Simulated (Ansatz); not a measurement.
# C2H6OSi: rigid scan of one bond length in Python

How does the energy of C2H6OSi change as one bond is stretched? Aim: a rigid scan of one bond length, for C2H6OSi, run from a script.

All numbers are computed with Ansatz 0.2.0, driven from Python. Level of theory: PBE0/6-31G*.

## Step 1: The system

Bond lengths: C1–C2 1.272 Å, C2–O3 1.380 Å, C2–Si4 1.872 Å, C1–H5 1.137 Å, C1–H6 1.119 Å, O3–H7 1.027 Å, Si4–H8 1.504 Å, Si4–H9 1.530 Å, Si4–H10 1.425 Å. Angles: C1–C2–O3 116.5°, C1–C2–Si4 124.7°, O3–C2–Si4 118.8°, C2–C1–H5 122.2°, C2–C1–H6 126.7°, H5–C1–H6 111.1°, C2–O3–H7 109.1°, C2–Si4–H8 107.6°, C2–Si4–H9 110.7°, C2–Si4–H10 111.0°, H8–Si4–H9 107.0°, H8–Si4–H10 108.8°, H9–Si4–H10 111.4°.

The script holds or builds the structure itself.

## Step 2: The code

The input, c2h6osi.py:

```python
'''Stretching a bond of C2H6OSi, the rest held rigid.'''

import ansatz as az
import matplotlib.pyplot as plt
import numpy as np

BASIS = '6-31G*'
FUNCTIONAL = 'PBE0'


def main() -> None:
    geometry_ang = [
        ('C', (-1.0677, 0.8727, -0.7332)),
        ('C', (0.0113, 0.2434, -0.4933)),
        ('O', (0.9836, 0.2932, -1.4714)),
        ('Si', (0.3578, -0.7166, 1.0766)),
        ('H', (-1.2249, 1.4629, -1.6917)),
        ('H', (-1.9548, 0.9595, -0.0574)),
        ('H', (1.8077, -0.2299, -1.1528)),
        ('H', (-0.6872, -1.7922, 1.1933)),
        ('H', (0.2136, 0.1836, 2.3054)),
        ('H', (1.6437, -1.3277, 1.0276)),
    ]
    mol = az.Crystal.molecule()
    for symbol, xyz in geometry_ang:
        mol = mol.atom(symbol, xyz)

    symbols = [site.symbol for site in mol.cartesian_sites]
    start = np.array([site.position_ang for site in mol.cartesian_sites])
    axis = (start[6] - start[2]) / np.linalg.norm(start[6] - start[2])
    moving = [6]
    lengths, energies = [0.87, 0.94, 1.03, 1.13, 1.28, 1.54, 1.85, 2.26], []
    for length in lengths:
        xyz = start.copy()
        xyz[moving] += (length - np.linalg.norm(start[6] - start[2])) * axis
        point = az.Crystal.molecule()
        for symbol, xyz in zip(symbols, xyz):
            point = point.atom(symbol, xyz.tolist())
        calculation = (
            point.calculation()
            .basis(gaussian=BASIS)
            .functional(FUNCTIONAL)
        )
        r = calculation.run(threads=1).report
        energies.append(r['free_energy_ev'])
        print(f'r = {length:6.3f} A  E = {energies[-1]:.5f} eV  <S^2> = {abs(r["mean_field"]["state"]["spin_squared"]):.3f}')

    print('energy above the lowest point (eV):', [round(e - min(energies), 3) for e in energies])
    plt.figure(figsize=(4.5, 3))
    plt.plot(lengths, np.array(energies) - min(energies), 'o-')
    plt.xlabel('bond length (A)')
    plt.ylabel('E - E(min) (eV)')
    plt.tight_layout()
    plt.savefig('scan.png', dpi=100)


if __name__ == '__main__':
    main()
```

## Step 3: The input behind the calls

The engine receives this input (first run):

```yaml
crystal:
  periodic: [false, false, false]
  atoms:
    - { symbol: C, position_ang: [-1.0677, 0.8727, -0.7332] }
    - { symbol: C, position_ang: [0.0113, 0.2434, -0.4933] }
    - { symbol: O, position_ang: [0.9836, 0.2932, -1.4714] }
    - { symbol: Si, position_ang: [0.3578, -0.7166, 1.0766] }
    - { symbol: H, position_ang: [-1.2249, 1.4629, -1.6917] }
    - { symbol: H, position_ang: [-1.9548, 0.9595, -0.0574] }
    - { symbol: H, position_ang: [1.6818663355045416, -0.15002669591363388, -1.2014477436090925] }
    - { symbol: H, position_ang: [-0.6872, -1.7922, 1.1933] }
    - { symbol: H, position_ang: [0.2136, 0.1836, 2.3054] }
    - { symbol: H, position_ang: [1.6437, -1.3277, 1.0276] }
basis:
  gaussian:
    orbitals: "6-31G*"
hamiltonian:
  xc: pbe0
```

## Step 4: Launch

The run is started by

```sh
> python c2h6osi.py
```

What it wrote:

```text
r =  0.870 A  E = -12085.81914 eV  <S^2> = 0.000
r =  0.940 A  E = -12086.09196 eV  <S^2> = 0.000
r =  1.030 A  E = -12086.01349 eV  <S^2> = 0.000
r =  1.130 A  E = -12085.62094 eV  <S^2> = 0.000
r =  1.280 A  E = -12084.79169 eV  <S^2> = 0.000
r =  1.540 A  E = -12083.31670 eV  <S^2> = 0.000
r =  1.850 A  E = -12081.90722 eV  <S^2> = 0.000
r =  2.260 A  E = -12080.64939 eV  <S^2> = 0.000
energy above the lowest point (eV): [0.273, 0.0, 0.078, 0.471, 1.3, 2.775, 4.185, 5.443]
```

It took 23 s on 1 thread of Arm Neoverse V1, shared host; peak memory 0.25 GiB.

## Step 5: What changed from run to run

The engine's inputs for some of the other runs:

Run 5, against run 1:

```diff
@@ -10 +10 @@
-    - { symbol: H, position_ang: [1.6818663355045416, -0.15002669591363388, -1.2014477436090925] }
+    - { symbol: H, position_ang: [2.0109343786733485, -0.3589036445625878, -1.0742288641605038] }
```

Run 6, against run 1:

```diff
@@ -10 +10 @@
-    - { symbol: H, position_ang: [1.6818663355045416, -0.15002669591363388, -1.2014477436090925] }
+    - { symbol: H, position_ang: [2.2196116743413725, -0.49136219736436343, -0.9935534771931062] }
```

Run 8, against run 1:

```diff
@@ -10 +10 @@
-    - { symbol: H, position_ang: [1.6818663355045416, -0.15002669591363388, -1.2014477436090925] }
+    - { symbol: H, position_ang: [2.797487262345131, -0.8581704974308189, -0.7701447132833896] }
```

Lines on the test bed's own set-up are left out of the output.

## Step 6: Run by run

One row for each of the 8 runs:

```
run  distance (Å)  energy from run 2 (eV)  SCF cycles  CPU time (s)
  1          0.87                  0.2728          17           2.3
  2          0.94                  0.0000          17           2.3
  3          1.03                  0.0785          17           2.4
  4          1.13                  0.4710          17           2.4
  5          1.28                  1.3003          17           2.3
  6          1.54                  2.7753          17           2.3
  7          1.85                  4.1847          20           2.5
  8          2.26                  5.4426          41           4.5
```

## Step 7: Outcome

| quantity | value |
| --- | --- |
| runs compared | 8 |
| range of energy | 5.443 eV |
| lowest point, distance (Å) | 0.94 |

**Reading.** The curve has its lowest point inside the range, at 0.94. The ends stand 0.273 and 5.44 eV above it. The distance scanned is the script's pair 2, 6. The rest of the molecule is held rigid at a force-field or estimated start geometry, and the basis set is modest; single-reference methods fail as a bond breaks. The orbitals are restricted, so S² is zero by construction. Toward dissociation an unrestricted state lies under the restricted one, by 1 to 2 eV or more.
